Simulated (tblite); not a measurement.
# C4H4BrF3Si: the cost of one run

The runs use tblite 0.8.0 and PySCF 2.14.0, with density-fitted response routines of our own; the level of theory stands in each step. All values are computed, except where a source is named. Atoms count from 0, in the outputs and in this text.

## Step 1: The molecule as given

13 atoms, charge 0, multiplicity 1; geometry from: force field or distance geometry start.

Bonds of the start (Å): F0–C1 1.40, C1–F2 1.37, C1–F3 1.38, C1–C4 1.50, C4–Si5 1.85, Si5–Br6 2.24, C4–C7 1.48, C7–C8 1.33, C8–C4 1.49, Si5–H9 1.47, Si5–H10 1.49, C7–H11 1.10, C8–H12 1.10.

## Step 2: Optimising the geometry with GFN2-xTB

Job settings and geometry (Å):

```
{"job": {"kind": "relax", "xc": "GFN2-xTB", "basis": "xTB"}, "charge": 0, "multiplicity": 1}
F     -0.580000     1.390600     1.599200
C     -1.061400     1.084800     0.325400
F     -0.865300     2.104300    -0.571000
F     -2.382300     0.691300     0.384100
C     -0.204800    -0.058100    -0.138300
Si     1.601400     0.296500    -0.265700
Br     2.714400    -1.233700     0.926200
C     -0.782400    -1.196200    -0.878600
C     -0.581100    -1.386800     0.420400
H      1.999000     0.291300    -1.677100
H      1.910200     1.615900     0.342700
H     -1.144700    -1.613800    -1.831600
H     -0.627400    -1.985700     1.346600
```

Run with:

```
OMP_NUM_THREADS=1 python probes_run.py task.json out
```

The driver reads the jobs from task.json and runs them one after another.

**Question.** How long does this first job take on 1 thread of Arm Neoverse N1, shared host, and how much memory does it need?

About 1.2 s, with a peak of 0.18 GiB.
